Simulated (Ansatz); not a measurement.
# CH₈AlBOSi: up Jacob's ladder to CCSD(T)

An exercise on one series of results from a longer session: the logs are not shown, and one member is left open.

Method: functionals in def2-TZVPP, the program's frozen cores in correlated methods; program: Ansatz 0.2.0, Gaussian basis.

Plan: LDA (SPW92), PBE-D4, revPBE-D4, BLYP-D4, r2SCAN-D4, B97M-V, PBE0-D4, B3LYP-D4, r2SCANh-D4, r2SCAN0-D4, HSE06-D4, BHLYP-D4, CAM-B3LYP-D4, LC-ωPBE, ωB97X-V, ωB97M-V, B2PLYP, PBE-QIDH; CCSD(T)/def2-SVP; CCSD(T)/def2-TZVPP; MP2/def2-QZVPP; extrapolation to the limit; RPA on PBE.

**The geometry**

An earlier PBE0-D4 in a triple-zeta def2 set relaxation fixed the geometry.

SMILES `[CH3][Al]([SiH3])[BH]O`, 13 atoms, charge 0, spin multiplicity 1.

Atoms are counted from 1 here; the program's logs count them from 0.

Bond lengths: C1–Al2 1.956 Å, C1–H6 1.096 Å, C1–H7 1.095 Å, C1–H8 1.092 Å, Al2–Si3 2.480 Å, Al2–B4 2.170 Å, Si3–H9 1.493 Å, Si3–H10 1.500 Å, Si3–H11 1.493 Å, B4–O5 1.355 Å, B4–H12 1.204 Å, O5–H13 0.963 Å. Angles: Al2–C1–H6 110.4°, Al2–C1–H7 110.9°, Al2–C1–H8 113.1°, H6–C1–H7 106.2°, H6–C1–H8 107.9°, H7–C1–H8 108.1°, C1–Al2–Si3 119.0°, C1–Al2–B4 128.5°, Si3–Al2–B4 112.5°, Al2–Si3–H9 113.7°, Al2–Si3–H10 110.8°, Al2–Si3–H11 113.6°, H9–Si3–H10 105.6°, H9–Si3–H11 106.9°, H10–Si3–H11 105.6°, Al2–B4–O5 118.7°, Al2–B4–H12 127.5°, O5–B4–H12 113.8° and more.

Set-up of the first run:

in.yaml

```yaml
crystal:
  periodic: [false, false, false]
  atoms:
    - {symbol: C, position_ang: [-1.744574, -0.026503, 1.552321]}
    - {symbol: Al, position_ang: [-0.393186, -0.184670, 0.147131]}
    - {symbol: Si, position_ang: [1.578398, 1.318488, 0.200537]}
    - {symbol: B, position_ang: [-0.358532, -1.538769, -1.548653]}
    - {symbol: O, position_ang: [0.676591, -1.464982, -2.419744]}
    - {symbol: H, position_ang: [-2.193282, 0.973030, 1.540648]}
    - {symbol: H, position_ang: [-1.294240, -0.146774, 2.543394]}
    - {symbol: H, position_ang: [-2.550889, -0.757158, 1.455810]}
    - {symbol: H, position_ang: [1.230107, 2.768762, 0.127640]}
    - {symbol: H, position_ang: [2.479087, 1.059482, -0.970902]}
    - {symbol: H, position_ang: [2.433305, 1.138805, 1.411785]}
    - {symbol: H, position_ang: [-1.170566, -2.382619, -1.829482]}
    - {symbol: H, position_ang: [1.328182, -0.791892, -2.195583]}
basis:
  gaussian: {orbitals: def2-TZVPP}
hamiltonian: {xc: lda}
output: {orbitals: {seedname: orbitals}}
```

Launch:

```console
> ansatz run in.yaml --threads 4 --pin off --events-out ev --progress --plain --max-ram 10444MiB
```

Steps of the session up to this table: LDA; PBE-D4 (GGA); revPBE-D4 (GGA); BLYP-D4 (GGA); r2SCAN-D4 (meta-GGA); B97M-V (meta-GGA); B3LYP-D4 (hybrid); r2SCANh-D4 (hybrid); r2SCAN0-D4 (hybrid); HSE06-D4 (hybrid); BHLYP-D4 (hybrid); CAM-B3LYP-D4 (range-separated); LC-ωPBE (range-separated); ωB97X-V (range-separated); ωB97M-V (range-separated); B2PLYP (double hybrid); PBE-QIDH (double hybrid).

One table of the session follows, with a row left open; its other results are not shown here.

It belongs to the step «Orbital energies across the functionals». 

| functional | HOMO (eV) | LUMO (eV) | gap (eV) |
| --- | --- | --- | --- |
| LDA (SPW92) | -5.64 | -3.36 | 2.28 |
| PBE-D4 | -5.55 | -3.16 | 2.40 |
| revPBE-D4 | -5.51 | -3.06 | 2.45 |
| BLYP-D4 | -5.44 | -3.01 | 2.43 |
| r2SCAN-D4 | -5.75 | -2.99 | 2.76 |
| B97M-V | ? | ? | ? |
| PBE0-D4 | -6.65 | -2.37 | 4.28 |
| B3LYP-D4 | -6.48 | -2.55 | 3.93 |
| r2SCANh-D4 | -6.16 | -2.71 | 3.45 |
| r2SCAN0-D4 | -6.78 | -2.29 | 4.48 |
| HSE06-D4 | -6.26 | -2.74 | 3.51 |
| BHLYP-D4 | -7.67 | -1.53 | 6.14 |
| CAM-B3LYP-D4 | -7.93 | -1.35 | 6.58 |
| LC-ωPBE | -9.20 | -0.28 | 8.92 |
| ωB97X-V | -8.89 | -0.40 | 8.49 |
| ωB97M-V | -8.67 | -0.64 | 8.03 |

Q: Estimate the row for B97M-V from the others.

The run gave: HOMO (eV): -5.79; LUMO (eV): -3.12; gap (eV): 2.67. In the column «HOMO (eV)» it lies between r2SCANh-D4 (-6.16) and r2SCAN-D4 (-5.75).
